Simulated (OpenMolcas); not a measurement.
# A workflow on CH6ClSi2 (SMILES C[Si]([SiH3])Cl)

Aim: a series of 9 runs (UHF/def2-SVP, CASSCF(3,3)/def2-SVP, CASPT2(3,3)/def2-SVP, CASPT2[IPEA 0](3,3)/def2-SVP, SC-NEVPT2(3,3)/def2-SVP, PC-NEVPT2(3,3)/def2-SVP, MC-PDFT[tPBE](3,3)/def2-SVP, MC-PDFT[ftPBE](3,3)/def2-SVP, and more) of CH6ClSi2. 

The results are computed with OpenMolcas 26.06.

## (1) The structure to begin with

The species is CH6ClSi2 (10 atoms), meant as a doublet with charge 0. SMILES: `C[Si]([SiH3])Cl`. The C1–H6 distance was set to 1.641 Å, away from the relaxed value. At this shape a bond of the SMILES string is far longer than usual.

Bond lengths: C1–Si2 1.872 Å, Si2–Si3 2.338 Å, Si2–Cl4 2.073 Å, C1–H5 1.093 Å, C1–H7 1.092 Å, Si3–H8 1.485 Å, Si3–H9 1.490 Å, Si3–H10 1.489 Å. Some angles: C1–Si2–Si3 115.2°, C1–Si2–Cl4 108.2°, Si3–Si2–Cl4 108.6°, Si2–C1–H5 110.0°, Si2–C1–H7 110.6°, Si2–Si3–H8 109.0°, Si2–Si3–H9 112.4°, Si2–Si3–H10 108.4°, H5–C1–H7 108.6°, H8–Si3–H9 109.1°. A long bond or contact: C1–H6 1.641 Å.

## (2) A single-point energy at UHF/def2-SVP (run 1)

The input, mol.xyz:

```xyz
10

C     -0.614648     1.223448    -1.243355
Si    -0.190448    -0.599852    -1.229755
Si     1.456452    -1.226352     0.307045
Cl    -1.920148    -1.665052    -0.814355
H      0.281652     1.813748    -1.449355
H     -1.223500     1.680800     0.209700
H     -1.358648     1.439648    -2.012655
H      1.693452    -2.688052     0.192045
H      1.074352    -0.903352     1.710745
H      2.711152    -0.498252    -0.026555
```

The input, step1.inp:

```
&GATEWAY
BASLIB=$CurrDir
COORD=mol.xyz
BASIS=def2-SVP
GROUP=NoSym
&SEWARD
&SCF
UHF
SPIN=2
SCRAMBLE=0.25
PRORBITALS=1 1
```

The basis set def2-SVP is read from a file made from the Basis Set Exchange's data (not shown).

Started as:

```bash
$ export MOLCAS_MEM=1860
$ pymolcas step1.inp > step1.log
```

Output:

```text
--- Start Module: gateway ---
[...]
--- Stop Module: gateway /rc=_RC_ALL_IS_WELL_ ---
--- Start Module: seward ---
[...]
      Basis functions           98
--- Stop Module: seward /rc=_RC_ALL_IS_WELL_ ---
[...]
--- Start Module: scf ---
[...]
       Convergence after  18 Iterations
[...]
::    Total SCF energy                              -1078.3094516781
[...]
      Total spin, S                                     0.5533761143
[...]
      Total electronic charge=   57.000000
      Total            charge=   -0.000000
[...]
      Dipole Moment (debye):
      Origin of the operator (angstrom)=   -0.3294   -0.8606   -0.6479
                   X=  1.3859E+00               Y=  1.1422E+00               Z= -6.9276E-01           Total=  1.9250E+00
      Quadrupole Moment (debye*angstrom):
[...]
--- Stop Module: scf /rc=_RC_ALL_IS_WELL_ ---
[...]
```

It took 8.1 s on 1 thread of Intel Xeon 6975P-C (Granite Rapids), shared host; peak memory 0.55 GiB.

## (3) The energy at CASSCF(3,3)/def2-SVP (run 2)

mol.xyz is that of step 2.

The input, step2.inp:

```
&GATEWAY
  BasLib
  $CurrDir
  Coord
  mol.xyz
  Basis
  def2-SVP
  Group
  NoSym

&SEWARD

&RASSCF
  FileOrb
  $CurrDir/step1.UnaOrb
  Spin
  2
  Nactel
  3 0 0
  Inactive
  27
  Ras2
  3
  OrbListing
  Few
```

The basis set def2-SVP is read from a file made from the Basis Set Exchange's data (not shown).

Started as:

```bash
$ export MOLCAS_MEM=1860
$ pymolcas step2.inp > step2.log
```

Output:

```text
--- Start Module: gateway ---
[...]
--- Stop Module: gateway /rc=_RC_ALL_IS_WELL_ ---
--- Start Module: seward ---
[...]
      Basis functions           98
--- Stop Module: seward /rc=_RC_ALL_IS_WELL_ ---
[...]
--- Start Module: rasscf ---
[...]
      Number of active orbitals                  3
[...]
      Spin quantum number                      0.5
[...]
      Active orbitals                            3
[...]
      Number of CSFs                             8
[...]
      Number of root(s) required                 1
[...]
      Convergence after 11 iterations
[...]
      printout of CI-coefficients larger than  0.05 for root  1
      energy=   -1078.338875
      conf/sym  111     Coeff  Weight
             1  2u0   0.97699 0.95450
             8  0u2   0.19708 0.03884
      Natural orbitals and occupation numbers for root  1
      sym 1:   1.914015   0.999847   0.086139
      ************************************************************************************************************************
      *                                                    Final results                                                     *
[...]
::    RASSCF root number  1 Total energy:  -1078.33887513
[...]
      Total electronic charge=   57.000000
      Total            charge=   -0.000000
[...]
      Dipole Moment (debye):
      Origin of the operator (angstrom)=   -0.3294   -0.8606   -0.6479
                   X=  1.3364E+00               Y=  1.2354E+00               Z= -6.3431E-01           Total=  1.9273E+00
      Quadrupole Moment (debye*angstrom):
[...]
--- Stop Module: rasscf /rc=_RC_ALL_IS_WELL_ ---
[...]
```

It took 7.8 s on 1 thread of Intel Xeon 6975P-C (Granite Rapids), shared host; peak memory 0.55 GiB.

Runs 3 to 5 aren't shown in full; the table further down has their settings and results.

## (4) The energy at PC-NEVPT2(3,3)/def2-SVP (run 6)

mol.xyz is that of step 3.

The input, step6.input:

```
&GATEWAY
 BasLib=$CurrDir
 Coord=mol.xyz
 Basis=def2-SVP
 Group=NoSym

&SEWARD

&RASSCF
 FileOrb=$CurrDir/step2.RasOrb
 Spin=2
 Nactel=3 0 0
 Inactive=27
 Ras2=3
 OrbListing=Few

&CASPT2
 PC-NEVPT2
 Frozen=16
```

The basis set def2-SVP is read from a file made from the Basis Set Exchange's data (not shown).

Started as:

```bash
$ export MOLCAS_MEM=1860
$ pymolcas step6.input > step6.log
```

Output:

```text
--- Start Module: gateway ---
[...]
--- Stop Module: gateway /rc=_RC_ALL_IS_WELL_ ---
[...]
      Basis functions           98
[...]
--- Start Module: rasscf ---
[...]
      Number of active orbitals                  3
[...]
      Spin quantum number                      0.5
[...]
      Active orbitals                            3
[...]
      Number of CSFs                             8
[...]
      Number of root(s) required                 1
[...]
      Convergence after  4 iterations
[...]
      printout of CI-coefficients larger than  0.05 for root  1
      energy=   -1078.338875
      conf/sym  111     Coeff  Weight
             1  2u0   0.97699 0.95450
             8  0u2   0.19707 0.03884
      Natural orbitals and occupation numbers for root  1
      sym 1:   1.914016   0.999847   0.086138
      ************************************************************************************************************************
      *                                                    Final results                                                     *
[...]
::    RASSCF root number  1 Total energy:  -1078.33887513
[...]
      Total electronic charge=   57.000000
      Total            charge=   -0.000000
[...]
      Dipole Moment (debye):
      Origin of the operator (angstrom)=   -0.3294   -0.8606   -0.6479
                   X=  1.3364E+00               Y=  1.2354E+00               Z= -6.3430E-01           Total=  1.9273E+00
      Quadrupole Moment (debye*angstrom):
[...]
--- Stop Module: rasscf /rc=_RC_ALL_IS_WELL_ ---
[...]
--- Start Module: caspt2 ---
[...]
      E2 (Variational):          -0.4377563924
[...]
      E2 (Variational):          -0.4374638971
      Total energy:           -1078.7763390287
[...]
      Reference weight:           0.85031
[...]
::    PC-NEVPT2 Root  1     Total energy:  -1078.77663152
[...]
--- Stop Module: caspt2 /rc=_RC_ALL_IS_WELL_ ---
[...]
```

It took 6.3 s on 1 thread of Intel Xeon 6975P-C (Granite Rapids), shared host; peak memory 0.54 GiB.

Runs 7 to 8 aren't shown in full; the table further down has their settings and results.

## (5) The energy at MRCI(3,3)/def2-SVP (run 9)

mol.xyz is that of step 4.

The input, step9.input:

```
&GATEWAY
  BasLib = $CurrDir
  Coord = mol.xyz
  Basis = def2-SVP
  Group = NoSym

&SEWARD

&RASSCF
  FileOrb = $CurrDir/step2.RasOrb
  Spin = 2
  Nactel = 3 0 0
  Inactive = 27
  Ras2 = 3
  OrbListing = Few

&MOTRA
  LumOrb
  Frozen = 16

&GUGA
  Electrons = 25
  Spin = 2
  Inactive = 11
  Active = 3
  CIAll = 1

&MRCI
  SDCI
```

The basis set def2-SVP is read from a file made from the Basis Set Exchange's data (not shown).

Started as:

```bash
$ export MOLCAS_MEM=1860
$ pymolcas step9.input > step9.log
```

Output:

```text
--- Start Module: gateway ---
[...]
--- Stop Module: gateway /rc=_RC_ALL_IS_WELL_ ---
[...]
      Basis functions           98
[...]
      Number of active orbitals                  3
[...]
      Spin quantum number                      0.5
[...]
      Active orbitals                            3
[...]
      Number of CSFs                             8
[...]
      Number of root(s) required                 1
[...]
      Convergence after  4 iterations
[...]
      printout of CI-coefficients larger than  0.05 for root  1
      energy=   -1078.338875
      conf/sym  111     Coeff  Weight
             1  2u0   0.97699 0.95450
             8  0u2   0.19707 0.03884
      Natural orbitals and occupation numbers for root  1
      sym 1:   1.914016   0.999847   0.086138
      ************************************************************************************************************************
      *                                                    Final results                                                     *
[...]
::    RASSCF root number  1 Total energy:  -1078.33887513
[...]
      Dipole Moment (debye):
      Origin of the operator (angstrom)=   -0.3294   -0.8606   -0.6479
                   X=  1.3364E+00               Y=  1.2354E+00               Z= -6.3430E-01           Total=  1.9273E+00
      Quadrupole Moment (debye*angstrom):
[...]
--- Start Module: guga ---
[...]
--- Start Module: mrci ---
[...]
       (But an ACPF correction will be computed)
       USE THE DEFAULT ACPF G-VALUE GFAC=   8.0000000000000002E-002
[...]
                      CI ENERGY: -1078.76591735
[...]
                ACPF CORRECTION:    -0.06498822
[...]
      Total electronic charge=   57.000000
      Total            charge=    0.000000
[...]
     ACPF CORRECTION:     -0.06498822
[...]
  CI State   1     Total energy:  -1078.76591735     QDav:     -0.07158669     QACPF:     -0.06498822
[...]
```

It took 2 min on 1 thread of Intel Xeon 6975P-C (Granite Rapids), shared host; peak memory 0.55 GiB.

## (6) Overview of the runs

```
run                         level  scramble           active rule   energy (Eh)  dipole moment (D) of the reference  wall time
  1                  UHF/def2-SVP      0.25                     –  -1078.309452                                1.92      8.1 s
  2          CASSCF(3,3)/def2-SVP         –  uhf natural orbitals  -1078.338875                                1.93      7.8 s
  3          CASPT2(3,3)/def2-SVP         –  uhf natural orbitals  -1078.778407                                1.93      6.9 s
  4  CASPT2[IPEA 0](3,3)/def2-SVP         –  uhf natural orbitals  -1078.783062                                1.93      6.9 s
  5       SC-NEVPT2(3,3)/def2-SVP         –  uhf natural orbitals  -1078.776339                                1.93      6.3 s
  6       PC-NEVPT2(3,3)/def2-SVP         –  uhf natural orbitals  -1078.776632                                1.93      6.3 s
  7   MC-PDFT[tPBE](3,3)/def2-SVP         –  uhf natural orbitals  -1079.889729                                1.93      6.6 s
  8  MC-PDFT[ftPBE](3,3)/def2-SVP         –  uhf natural orbitals  -1080.136556                                1.93      6.6 s
  9            MRCI(3,3)/def2-SVP         –  uhf natural orbitals  -1078.765917                                1.93      2 min
```

## (7) What came out

| quantity | value |
| --- | --- |
| run 9, MRCI(3,3)/def2-SVP: total energy | -1078.76592 Eh |
| run 9, MRCI(3,3)/def2-SVP: dipole moment (CASSCF density) | 1.93 D |

What this shows: Below the UHF energy at the same shape and in the same basis (def2-SVP): CASSCF(3,3) -29.4 mEh; CASPT2(3,3) -469.0 mEh; CASPT2[IPEA 0](3,3) -473.6 mEh; SC-NEVPT2(3,3) -466.9 mEh; PC-NEVPT2(3,3) -467.2 mEh; MRCI(3,3) -456.5 mEh. Active-space methods hold only the correlation inside their space unless a perturbation or CI step follows. Spin contamination of the reference: run 1 ⟨S²⟩ = 0.86. All runs together took 3 min, the longest 2 min.
